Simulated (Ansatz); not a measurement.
From input file to script: ClGeH5N2O, SMILES [NH2][Ge]([NH2])([OH])[Cl] in Ansatz 0.2.0.

```yaml
crystal:
  periodic: [false, false, false]
  atoms:
    - { symbol: "N", position_ang: [-1.4561, 0.0534, -0.7173] }
    - { symbol: Ge, position_ang: [0.2341, 0.0773, -0.0669] }
    - { symbol: "N", position_ang: [0.4584, -1.4471, 0.9564] }
    - { symbol: O, position_ang: [1.4698, 0.0843, -1.4333] }
    - { symbol: Cl, position_ang: [0.5674, 1.8329, 1.1349] }
    - { symbol: H, position_ang: [-1.6174, 1.0108, -1.254] }
    - { symbol: H, position_ang: [-2.1131, 0.1532, 0.1021] }
    - { symbol: H, position_ang: [-0.1304, -1.3605, 1.7698] }
    - { symbol: H, position_ang: [1.4601, -1.3703, 1.4071] }
    - { symbol: H, position_ang: [1.2103, 0.9148, -1.8961] }
accuracy: high
basis:
  gaussian: { orbitals: "6-31G*" }
hamiltonian:
  xc: { name: B2GP-PLYP }
```

Launched from the shell:
```console
$ ansatz run input.yaml --threads 1 --pin off --max-ram 4096MiB --backend cpu --events-out ev --progress --plain --runs-dir out
Engine: ansatz 0.2.0, aarch64-unknown-linux-gnu
Functional definition: B2GP-PLYP
  parameter a = 0.65
  parameter c = 0.36
  exchange = (1 - a)*b88_x + a*exact_x
  correlation = (1 - c)*lyp_c + c*(mp2_os + mp2_ss)
2344 factors; integrals over basis functions are off by at most 4.2e-9 eV
mean field evaluation 1: about -74100.4136 eV, gradient 6.0e1 eV
mean field evaluation 2: about -74100.4456 eV, gradient 6.0e1 eV
mean field evaluation 4: about -74107.3173 eV, gradient 4.7e0 eV
mean field evaluation 8: about -74107.3606 eV, gradient 5.5e-1 eV
mean field evaluation 16: about -74107.3613 eV, gradient 2.1e-4 eV
mean field -74107.36133350 eV, -2723.3952972326 hartree, gradient 1.5e-8 eV, S^2 0.000000; 0 other end points of the search recorded, 0 dependent functions left out
17 core orbitals not correlated: weight in the atoms' cores, before any rotation towards them, 1.000 or more for the frozen orbitals, at most 0.000 for the correlated occupied ones
reference -74107.36135297 eV, -2723.3952979479 hartree; 21, 21 occupied and 71, 71 virtual orbitals, 2344 factors
second order -28.56309047 eV of doubles, -0.00000000 eV of singles
Total energy: -74117.64406554 eV, -2723.7731806650 hartree
```

`energy_clgeh5n2o.py`
```python
import json
import warnings

import ansatz as az


def main() -> None:
    warnings.simplefilter('ignore', az.DeckWarning)

    mol = (
        az.Crystal.molecule()
        .atom('N', (-1.4561, 0.0534, -0.7173))
        .atom('Ge', (0.2341, 0.0773, -0.0669))
        .atom('N', (0.4584, -1.4471, 0.9564))
        .atom('O', (1.4698, 0.0843, -1.4333))
        .atom('Cl', (0.5674, 1.8329, 1.1349))
        .atom('H', (-1.6174, 1.0108, -1.254))
        .atom('H', (-2.1131, 0.1532, 0.1021))
        .atom('H', (-0.1304, -1.3605, 1.7698))
        .atom('H', (1.4601, -1.3703, 1.4071))
        .atom('H', (1.2103, 0.9148, -1.8961))
    )

    setup = (
        mol.calculation()
        .basis(gaussian='6-31G*')
        .functional(az.LibraryFunctional('B2GP-PLYP'))
        .accuracy('high')
    )
    trace = []
    res = setup.session().plan().execute(on_event=trace.append)
    data = res.report
    for event in trace:
        if event['event'] == 'mean_field_evaluation' and event['data']['evaluation'] <= 25:
            print('pass {evaluation:3d}  E = {energy_ev:.6f} eV  gradient {gradient_ev:.1e}'.format(**event['data']))

    print('reference energy %16.6f eV' % data['reference_energy_ev'])
    print('total energy     %16.6f eV' % data['free_energy_ev'])
    print('occupied (up, down):', data['n_occupied'], ' virtual:', data['n_virtual'], ' frozen:', data['n_frozen'])

    field = data['mean_field']
    print('<S^2> =', round(abs(field['state']['spin_squared']), 4), ' relativity:', field['relativity'])
    print('passes:', field['passes'])
    if 'symmetry' in field:
        print('occupied orbitals by irrep:', field['symmetry']['occupied'])
    with open('clgeh5n2o.json', 'w') as handle:
        json.dump({k: data[k] for k in ('free_energy_ev', 'reference_energy_ev', 'n_occupied', 'n_virtual')}, handle, indent=1)


if __name__ == '__main__':
    main()
```

Output of `python energy_clgeh5n2o.py`:
```text
pass   1  E = -74100.413553 eV  gradient 6.0e+01
pass   2  E = -74100.445584 eV  gradient 6.0e+01
pass   3  E = -74100.846211 eV  gradient 6.0e+01
pass   4  E = -74107.317301 eV  gradient 4.7e+00
pass   5  E = -74107.351570 eV  gradient 1.8e+00
pass   6  E = -74107.357671 eV  gradient 5.4e-01
pass   7  E = -74107.357392 eV  gradient 5.4e-01
pass   8  E = -74107.360623 eV  gradient 5.5e-01
pass   9  E = -74107.361284 eV  gradient 1.2e-01
pass  10  E = -74107.361329 eV  gradient 3.0e-02
pass  11  E = -74107.361332 eV  gradient 1.1e-02
pass  12  E = -74107.361333 eV  gradient 1.1e-02
pass  13  E = -74107.361333 eV  gradient 3.1e-03
pass  14  E = -74107.361333 eV  gradient 8.3e-04
pass  15  E = -74107.361333 eV  gradient 2.1e-04
pass  16  E = -74107.361333 eV  gradient 2.1e-04
pass  17  E = -74107.361333 eV  gradient 7.3e-05
pass  18  E = -74107.361333 eV  gradient 3.5e-05
pass  19  E = -74107.361333 eV  gradient 1.3e-05
pass  20  E = -74107.361334 eV  gradient 1.3e-05
pass  21  E = -74107.361334 eV  gradient 4.1e-06
pass  22  E = -74107.361334 eV  gradient 1.2e-06
pass  23  E = -74107.361334 eV  gradient 4.6e-07
pass  24  E = -74107.361334 eV  gradient 4.6e-07
pass  25  E = -74107.361334 eV  gradient 1.6e-07
reference energy    -74107.361353 eV
total energy        -74117.644066 eV
occupied (up, down): [21, 21]  virtual: [71, 71]  frozen: 17
<S^2> = 0.0  relativity: none
passes: {'evaluations': 24, 'products': 24}
occupied orbitals by irrep: [{'A': 38}, {'A': 38}]
```

Notes:
- These settings explore the input space; basis and method may be short of convergence.
- The geometry is a force-field or estimated start, not a minimum of this method, and the basis set is short of its limit.
- For a double hybrid the total adds scaled second-order correlation to the self-consistent reference.
- Early passes use coarser integrals and grids, so their energies can't be compared with the last.
- It ran for 24 s on 1 thread of Arm Neoverse V2 (shared host), peak memory 0.52 GiB.

(Lines on the test bed's own set-up are left out of the output.)
